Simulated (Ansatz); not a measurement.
# C6H5N: the cost of one run

Method: the levels named in each step, in Ansatz 0.2.0.

## Step 1: Starting point

Bond lengths: N1–C2 1.147 Å, C2–C3 1.405 Å, C3–C4 1.351 Å, C4–C5 1.488 Å, C5–C6 1.493 Å, C3–C7 1.458 Å, C6–C7 1.338 Å, C4–H8 1.074 Å, C5–H9 1.090 Å, C5–H10 1.096 Å, C6–H11 1.074 Å, C7–H12 1.075 Å. Angles (14 of 19 angles, heavy atoms first): N1–C2–C3 179.6°, C2–C3–C4 126.6°, C2–C3–C7 124.1°, C4–C3–C7 109.3°, C3–C4–C5 109.1°, C4–C5–C6 103.0°, C5–C6–C7 109.9°, C3–C7–C6 108.7°, C3–C4–H8 127.0°, C5–C4–H8 124.0°, C4–C5–H9 111.8°, C4–C5–H10 111.6°, C6–C5–H9 112.0°, C6–C5–H10 111.9°.

Coordinates:

```xyz
12

N     2.8549    0.0337   -0.2237
C     1.7117   -0.0008   -0.1363
C     0.3107   -0.0339   -0.0297
C    -0.4848   -1.1144   -0.1884
C    -1.9026   -0.7071    0.0057
C    -1.7960    0.7532    0.2970
C    -0.5128    1.1298    0.2742
H    -0.1744   -2.1168   -0.4185
H    -2.3721   -1.2527    0.8243
H    -2.5040   -0.9027   -0.8891
H    -2.6508    1.3744    0.4905
H    -0.1114    2.1119    0.4446
```

## Step 2: A rough first relaxation, PBE-D4/def2-SVP

This run stands in another session on the same molecule. It ended at:

```xyz
12

N     2.9153    0.0246   -0.2266
C     1.7443   -0.0079   -0.1391
C     0.3212   -0.0315   -0.0309
C    -0.4862   -1.1297   -0.1936
C    -1.9087   -0.7068    0.0055
C    -1.8184    0.7634    0.3008
C    -0.5145    1.1477    0.2758
H    -0.1568   -2.1495   -0.4293
H    -2.3976   -1.2757    0.8312
H    -2.5317   -0.9195   -0.8951
H    -2.6866    1.4052    0.5013
H    -0.1120    2.1542    0.4504
```

## Step 3: Relaxation, r2SCAN-D4/def2-TZVPP

Input file input.yaml:

```yaml
crystal:
  periodic: [false, false, false]
  atoms:
    - { symbol: "N", position_ang: [2.91532863, 0.0246283, -0.22655507] }
    - { symbol: C, position_ang: [1.74431027, -0.00789606, -0.13912027] }
    - { symbol: C, position_ang: [0.3212345, -0.0314905, -0.0309312] }
    - { symbol: C, position_ang: [-0.48615739, -1.12973856, -0.19357883] }
    - { symbol: C, position_ang: [-1.90866698, -0.7067713, 0.00554384] }
    - { symbol: C, position_ang: [-1.81841957, 0.76344688, 0.3007644] }
    - { symbol: C, position_ang: [-0.51454585, 1.14771913, 0.2758307] }
    - { symbol: H, position_ang: [-0.15678906, -2.14954577, -0.42927435] }
    - { symbol: H, position_ang: [-2.3975986, -1.27565133, 0.83121711] }
    - { symbol: H, position_ang: [-2.531662, -0.91948726, -0.89512352] }
    - { symbol: H, position_ang: [-2.68656011, 1.40516225, 0.50126845] }
    - { symbol: H, position_ang: [-0.11197382, 2.15417423, 0.45042875] }
basis:
  gaussian: { orbitals: def2-TZVPP }
hamiltonian:
  xc: r2scan
  dispersion: d4
relax:
  f_tol: 0.002
  max_steps: 150
```

The run is started by

```console
$ ansatz run input.yaml --threads 4 --pin off --max-ram 10240MiB --backend cpu --events-out ev --progress --plain --runs-dir out
```

What time and memory should one allow on 4 threads of Arm Neoverse V1, shared host?

About 51 s, with a peak of 0.43 GiB.
